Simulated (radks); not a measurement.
**Ionisation of Ta: one atom, several choices of relativity**

An exercise on one series of results from a longer session: the logs are not shown, and one member is left open.

The numbers are computed with radks (a radial shooting solver on a logarithmic mesh, Libxc functionals) version 1 (Kohn-Sham, LDA (Slater exchange, Perdew-Wang correlation), spin-unpolarised, spherical densities), except any that are marked as measured or tabulated.

**The atom as given**

| Item | Value |
| --- | --- |
| element | tantalum (Z = 73) |
| charge | 0 |
| electrons | 73 |
| configuration | [Xe] 4f14 5d3 6s2 |
| ion | Ta⁺, [Xe] 4f14 5d3 6s1 |
| choices | non-relativistic; scalar-relativistic; Dirac, 2j+1 shares; Dirac, low j first; scalar-relativistic, finite nucleus; Dirac, 2j+1 shares, finite nucleus; Dirac, c × 0.85; Dirac, c × 5; Dirac, c × 1.25 |

The first run:

Input:

```text
Z 73
configuration [Xe] 4f14 5d3 6s2
relativity non-relativistic
functional lda,pw
spin unpolarised
nucleus point
```

Among the steps run: non-relativistic: Ta.

One table of the session follows, with a row left open; its other results are not shown here.

It belongs to the step «non-relativistic: Ta». From the orbitals of this run (lengths in bohr):

| level | <r> | outermost maximum (interpolated) | 90 % within | nodes |
| --- | --- | --- | --- | --- |
| 4s | ? | ? | ? | ? |
| 4p | 0.5070 | 0.467 | 0.736 | 2 |
| 4d | 0.5257 | 0.464 | 0.788 | 1 |
| 5s | 1.204 | 1.08 | 1.73 | 4 |
| 5p | 1.342 | 1.17 | 1.97 | 3 |
| 4f | 0.6178 | 0.433 | 1.03 | 0 |
| 5d | 2.130 | 1.55 | 3.44 | 2 |
| 6s | 3.609 | 3.03 | 5.36 | 5 |

Estimate the missing values for 4s.

As computed: <r>: 0.4993; outermost maximum (interpolated): 0.466; 90 % within: 0.716; nodes: 3. In the column «<r>» it is the lowest.

Caveats from the session: Spin polarisation and multiplet splitting of open shells are left out at every level.
